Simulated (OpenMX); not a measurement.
**Zn: single point with PBE**

Zn, a slab with vacuum:

```xyz
7
Lattice="2.6648 0.0000 0.0000 -1.3324 2.3078 0.0000 0.0000 0.0000 29.8401" Properties=species:S:1:pos:R:3 pbc="T T T"
Zn    1.3324    0.7693    7.5000
Zn    0.0000    1.5385    9.9733
Zn    1.3324    0.7693   12.4467
Zn    0.0000    1.5385   14.9200
Zn    1.3324    0.7693   17.3934
Zn    0.0000    1.5385   19.8667
Zn    1.3324    0.7693   22.3401
```

The cell isn't the ideal one: the (0 0 1) slab of Zn, cut from the database cell, not relaxed.

- Program: OpenMX 3.8.5
- Task: single point
- Functional: PBE
- Potentials or basis: OpenMX 2013 PBE set, Zn6.0H-s3p2d2, grid cutoff 500 Ry
- k mesh: 11 × 11 × 1
- Occupations: fermi-dirac, width 0.05 eV
- Spin: no spin polarisation
- Empty atoms: 2
- Empty atom basis: H7.0-s2p1
- Empty atom height: 2.2 Å
- Mixing scheme: rmm-diisk
- SCF threshold: 1e-08 Ha
- Solver: band
- Max SCF cycles: 100

```
Largest force          : 0.153 eV/Å
Band gap on the k mesh : none (metal or under the smearing width)
Work function          : 4.11 eV
```

Forces on the atoms (eV/Å):
```
Zn   0.002 -0.003 -0.010
Zn  -0.003  0.005  0.153
Zn   0.003 -0.005 -0.127
Zn  -0.003  0.005  0.000
Zn   0.003 -0.005  0.127
Zn  -0.003  0.005 -0.153
Zn   0.002 -0.003  0.010
```

Levels at points of the mesh, in eV from the Fermi level:
```
           k point  band 66  band 67  band 68  band 69  band 70  band 71  band 72  band 73  band 74  band 75
(0.00, 0.00, 0.00)    -7.11    -7.11    -6.65    -5.50    -3.99    -2.75    -0.79     1.12     3.00     4.59
```

It took 5.7 min on 1 thread of Intel(R) Xeon(R) 6975P-C (Granite Rapids), on a shared host, peak memory 1.9 GiB.

Caveat: the basis of atomic orbitals isn't converged, which shifts pressures, moduli and gaps.
